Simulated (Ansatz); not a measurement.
**AlClFO radical: basis-set convergence**

The task here is to estimate one member of a computed series from the others.

The runs use Ansatz 0.2.0, Gaussian basis; one geometry, several basis sets.

Levels to be run: PBE0-D4/def2-SVP; ωB97M-V/def2-SVP; PBE0-D4/def2-QZVPP; ωB97M-V/def2-QZVPP; the functionals' def2-TZVPP values are taken from earlier runs.

## The relaxed structure

All runs share one geometry, relaxed beforehand with PBE0-D4 in a triple-zeta def2 set.

SMILES `[O][Al]([F])[Cl]`, 4 atoms, charge 0, spin multiplicity 2.

Atoms are counted from 1 here; the program's logs count them from 0.

Bond lengths: O1–Al2 1.724 Å, Al2–F3 1.632 Å, Al2–Cl4 2.063 Å. Angles: O1–Al2–F3 118.6°, O1–Al2–Cl4 118.4°, F3–Al2–Cl4 122.9°.

The first run:

Input file in.yaml:

```yaml
crystal:
  periodic: [false, false, false]
  atoms:
    - {symbol: O, position_ang: [0.993301, 0.591677, 1.294794]}
    - {symbol: Al, position_ang: [0.061895, -0.095173, 0.016705]}
    - {symbol: F, position_ang: [0.278070, -1.671170, -0.348928]}
    - {symbol: Cl, position_ang: [-1.277666, 1.114366, -0.982870]}
basis:
  gaussian: {orbitals: def2-SVP}
magnetization: {spin_polarized: true, initial_magnetization: 1}
hamiltonian: {xc: pbe0, dispersion: d4}
output: {orbitals: {seedname: orbitals}}
```

Steps of the session up to this table: PBE0-D4 in def2-SVP; ωB97M-V in def2-SVP; PBE0-D4 in def2-QZVPP; ωB97M-V in def2-QZVPP.

One table of the session follows, with a row left open; its other results are not shown here.

It belongs to the step «Functionals by basis». 

| functional | basis | HOMO (eV) | LUMO (eV) |
| --- | --- | --- | --- |
| PBE0-D4 | def2-SVP | -9.42 | -4.75 |
| PBE0-D4 | def2-TZVPP | -9.65 | -4.93 |
| PBE0-D4 | def2-QZVPP | -9.70 | -4.97 |
| ωB97M-V | def2-SVP | -11.80 | -2.41 |
| ωB97M-V | def2-TZVPP | -12.08 | -2.69 |
| ωB97M-V | def2-QZVPP | ? | ? |

Q: Estimate the row for ωB97M-V, def2-QZVPP from the others.

**Answer.** HOMO (eV): -12.14; LUMO (eV): -2.75. In the column «HOMO (eV)» it is the lowest.
